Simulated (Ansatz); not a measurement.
# CH₆InNO: small, medium and large basis sets

How large a basis does CH₆InNO need? Two functionals are run in growing sets.

The runs use Ansatz 0.2.0, Gaussian basis; one geometry, several basis sets.

Plan: PBE0-D4/def2-SVP; ωB97M-V/def2-SVP; PBE0-D4/def2-QZVPP; ωB97M-V/def2-QZVPP; the functionals' def2-TZVPP values are taken from earlier runs.

**1. Structure used throughout**

All runs share one geometry, relaxed beforehand with PBE0-D4 in a triple-zeta def2 set. In takes the def2 core potential; no spin-orbit term is included.

SMILES `[CH3][In]([NH2])[OH]`, 10 atoms, charge 0, spin multiplicity 1.

Atoms are counted from 1 here; the program's logs count them from 0.

Bond lengths: C1–In2 2.128 Å, C1–H5 1.089 Å, C1–H6 1.090 Å, C1–H7 1.090 Å, In2–N3 2.021 Å, In2–O4 1.997 Å, N3–H8 1.009 Å, N3–H9 1.009 Å, O4–H10 0.959 Å. Angles: In2–C1–H5 109.1°, In2–C1–H6 110.4°, In2–C1–H7 109.9°, H5–C1–H6 109.6°, H5–C1–H7 109.1°, H6–C1–H7 108.7°, C1–In2–N3 130.5°, C1–In2–O4 117.3°, N3–In2–O4 112.0°, In2–N3–H8 118.6°, In2–N3–H9 119.5°, H8–N3–H9 109.4°, In2–O4–H10 113.5°.

**2. PBE0-D4 in def2-SVP**

File in.yaml:

```yaml
crystal:
  periodic: [false, false, false]
  atoms:
    - {symbol: C, position_ang: [-1.040082, 1.461591, 0.671095]}
    - {symbol: In, position_ang: [0.082745, -0.085291, -0.265117]}
    - {symbol: N, position_ang: [0.900534, -1.764470, 0.507541]}
    - {symbol: O, position_ang: [0.266986, -0.010403, -2.252076]}
    - {symbol: H, position_ang: [-1.589214, 2.013835, -0.090379]}
    - {symbol: H, position_ang: [-1.739339, 1.039007, 1.392450]}
    - {symbol: H, position_ang: [-0.369015, 2.144218, 1.193236]}
    - {symbol: H, position_ang: [1.612909, -2.243248, -0.023011]}
    - {symbol: H, position_ang: [1.135885, -1.795741, 1.487957]}
    - {symbol: H, position_ang: [0.738590, -0.759508, -2.621687]}
basis:
  gaussian: {orbitals: def2-SVP}
hamiltonian: {xc: pbe0, dispersion: d4}
output: {orbitals: {seedname: orbitals}}
```

Command:

```
ansatz run in.yaml --threads 4 --pin off --events-out ev --progress --plain --max-ram 10444MiB
```

The log of the run:

```text
Functional definition: PBE0
  name "PBE0"
  cite "Adamo & Barone, J. Chem. Phys. 110, 6158 (1999) doi:10.1063/1.478522"
  cite "Perdew, Burke & Ernzerhof, Phys. Rev. Lett. 77, 3865 (1996) doi:10.1103/PhysRevLett.77.3865"
  parent pbe
  parameter a = 0.25
  parameter kappa = 0.804
  parameter beta = 0.06672455060314922
  exchange = (1 - a)*pbe_x(kappa = kappa, mu = beta*pi^2/3) + a*exact_x
  correlation = pbe_c(beta = beta)
1188 factors; their error is unknown
mean field evaluation 1: about -9822.3964 eV, gradient 8.3e1 eV
mean field evaluation 2: about -9797.5731 eV, gradient 1.3e2 eV
mean field evaluation 4: about -9836.7655 eV, gradient 7.6e0 eV
mean field evaluation 8: about -9836.8974 eV, gradient 1.5e-1 eV
mean field evaluation 16: about -9837.0013 eV, gradient 6.6e-5 eV
mean field -9837.00127428 eV, -361.5031290709 hartree, gradient 6.6e-5 eV, S^2 0.000000; 0 other end points of the search recorded, 0 dependent functions left out
reference -9837.00131109 eV, -361.5031304237 hartree; 24, 24 occupied and 74, 74 virtual orbitals, 1188 factors
Total energy: -9837.13463717 eV, -361.5080300666 hartree
```

It took 0.7 s on 4 threads of Arm Neoverse V2, shared host.

**3. ωB97M-V in def2-SVP**

in.yaml, as its differences from that of step 2:

```diff
@@ -15,3 +15,3 @@
   gaussian: {orbitals: def2-SVP}
-hamiltonian: {xc: pbe0, dispersion: d4}
+hamiltonian: {xc: {name: wB97M-V}}
 output: {orbitals: {seedname: orbitals}}
```

Launched as before.

The log of the run, shortened:

```text
Functional definition: wB97M-V
  name "wB97M-V"
  cite "Mardirossian & Head-Gordon, J. Chem. Phys. 144, 214110 (2016) doi:10.1063/1.4952647"
  cite "Becke, J. Chem. Phys. 107, 8554 (1997) doi:10.1063/1.475007"
  cite "Vydrov & Van Voorhis, J. Chem. Phys. 133, 244103 (2010) doi:10.1063/1.3521275"
  # Of w^i u^j: cxij and so on, Table III.
[...]
  gx(w, u) = 1 - cx + cx01*u + cx10*w
  gss(w, u) = css00 + css04*u^4 + css10*w + css20*w^2 + css43*w^4*u^3
  gos(w, u) = cos00 + cos10*w + (cos20 + cos21*u)*w^2 + (cos60 + cos61*u)*w^6
[...]
      + integral(e_c_pw_mod_opposite_spin*gos(b97_w_opposite, b97_u_opposite)) + vv10(b, c)
1150 factors; their error is unknown
287 factors; integrals over basis functions are off by at most 7.9e-6 eV
[...]
mean field -9838.73297289 eV, -361.5667678211 hartree, gradient 3.0e-5 eV, S^2 0.000000; 0 other end points of the search recorded, 0 dependent functions left out
reference -9838.73302986 eV, -361.5667699145 hartree; 24, 24 occupied and 74, 74 virtual orbitals, 1150 factors
Total energy: -9838.73302986 eV, -361.5667699145 hartree
```

Run time: 2.9 s. Hardware: 4 threads of Arm Neoverse V2, shared host; peak memory 0.3 GiB.

**4. PBE0-D4 in def2-QZVPP**

in.yaml, as its differences from that of step 3:

```diff
@@ -14,4 +14,4 @@
 basis:
-  gaussian: {orbitals: def2-SVP}
-hamiltonian: {xc: {name: wB97M-V}}
+  gaussian: {orbitals: "def2-QZVPP.json"}
+hamiltonian: {xc: pbe0, dispersion: d4}
 output: {orbitals: {seedname: orbitals}}
```

Launched as before.

The log of the run:

```text
Functional definition: PBE0
  name "PBE0"
  cite "Adamo & Barone, J. Chem. Phys. 110, 6158 (1999) doi:10.1063/1.478522"
  cite "Perdew, Burke & Ernzerhof, Phys. Rev. Lett. 77, 3865 (1996) doi:10.1103/PhysRevLett.77.3865"
  parent pbe
  parameter a = 0.25
  parameter kappa = 0.804
  parameter beta = 0.06672455060314922
  exchange = (1 - a)*pbe_x(kappa = kappa, mu = beta*pi^2/3) + a*exact_x
  correlation = pbe_c(beta = beta)
1404 factors; their error is unknown
mean field evaluation 1: about -9824.4838 eV, gradient 1.0e2 eV
mean field evaluation 2: about -9787.6270 eV, gradient 1.6e2 eV
mean field evaluation 4: about -9843.2113 eV, gradient 1.2e1 eV
mean field evaluation 8: about -9843.5198 eV, gradient 3.9e-2 eV
mean field evaluation 16: about -9843.5652 eV, gradient 2.4e-5 eV
mean field -9843.56521819 eV, -361.7443495603 hartree, gradient 2.4e-5 eV, S^2 0.000000; 0 other end points of the search recorded, 0 dependent functions left out
reference -9843.56526455 eV, -361.7443512640 hartree; 24, 24 occupied and 409, 409 virtual orbitals, 1404 factors
Total energy: -9843.69859062 eV, -361.7492509069 hartree
```

Wall time 4.3 s (4 threads of Arm Neoverse V2, shared host); peak memory 1.2 GiB.

**5. ωB97M-V in def2-QZVPP**

in.yaml, as its differences from that of step 4:

```diff
@@ -15,3 +15,3 @@
   gaussian: {orbitals: "def2-QZVPP.json"}
-hamiltonian: {xc: pbe0, dispersion: d4}
+hamiltonian: {xc: {name: wB97M-V}}
 output: {orbitals: {seedname: orbitals}}
```

The command is unchanged.

The log of the run, shortened:

```text
Functional definition: wB97M-V
  name "wB97M-V"
  cite "Mardirossian & Head-Gordon, J. Chem. Phys. 144, 214110 (2016) doi:10.1063/1.4952647"
  cite "Becke, J. Chem. Phys. 107, 8554 (1997) doi:10.1063/1.475007"
  cite "Vydrov & Van Voorhis, J. Chem. Phys. 133, 244103 (2010) doi:10.1063/1.3521275"
  # Of w^i u^j: cxij and so on, Table III.
[...]
  gx(w, u) = 1 - cx + cx01*u + cx10*w
  gss(w, u) = css00 + css04*u^4 + css10*w + css20*w^2 + css43*w^4*u^3
  gos(w, u) = cos00 + cos10*w + (cos20 + cos21*u)*w^2 + (cos60 + cos61*u)*w^6
[...]
      + integral(e_c_pw_mod_opposite_spin*gos(b97_w_opposite, b97_u_opposite)) + vv10(b, c)
1364 factors; their error is unknown
371 factors; integrals over basis functions are off by at most 7.8e-6 eV
[...]
mean field -9845.51641937 eV, -361.8160548810 hartree, gradient 3.4e-5 eV, S^2 0.000000; 0 other end points of the search recorded, 0 dependent functions left out
reference -9845.51649593 eV, -361.8160576947 hartree; 24, 24 occupied and 409, 409 virtual orbitals, 1364 factors
Total energy: -9845.51649593 eV, -361.8160576947 hartree
```

Wall time 10 s (4 threads of Arm Neoverse V2, shared host); peak memory 1.5 GiB.

**6. Density functionals: the series**

The def2-TZVPP values come from earlier runs at the same geometry.

```tsv
functional	basis	functions	energy (eV)	from the largest (eV)	HOMO (eV)	LUMO (eV)
PBE0-D4	def2-SVP	98	-9837.1346	6.564	-6.74	-0.31
PBE0-D4	def2-TZVPP	227	-9843.3420	0.357	-7.01	-0.62
PBE0-D4	def2-QZVPP	433	-9843.6986	0.000	-7.07	-0.82
ωB97M-V	def2-SVP	98	-9838.7330	6.783	-9.10	1.38
ωB97M-V	def2-TZVPP	227	-9845.1697	0.347	-9.39	0.89
ωB97M-V	def2-QZVPP	433	-9845.5165	0.000	-9.45	0.53
```

**7. Outcome**

```
                                       quantity          value
PBE0-D4: double and triple zeta above quadruple  6.56, 0.36 eV
ωB97M-V: double and triple zeta above quadruple  6.78, 0.35 eV
```

In words: For PBE0-D4 the step from double to triple zeta gains 6.21 eV and the next only 0.36 eV. These are total energies; as a rule much of such shifts cancels in differences, which this series doesn't test. The LUMO of ωB97M-V is positive and keeps falling with the basis (1.38 to 0.53 eV): an unbound level that the basis holds in place.

For PBE0-D4 the largest set took about 6 times as long as the smallest (4.3 s against 0.7 s).
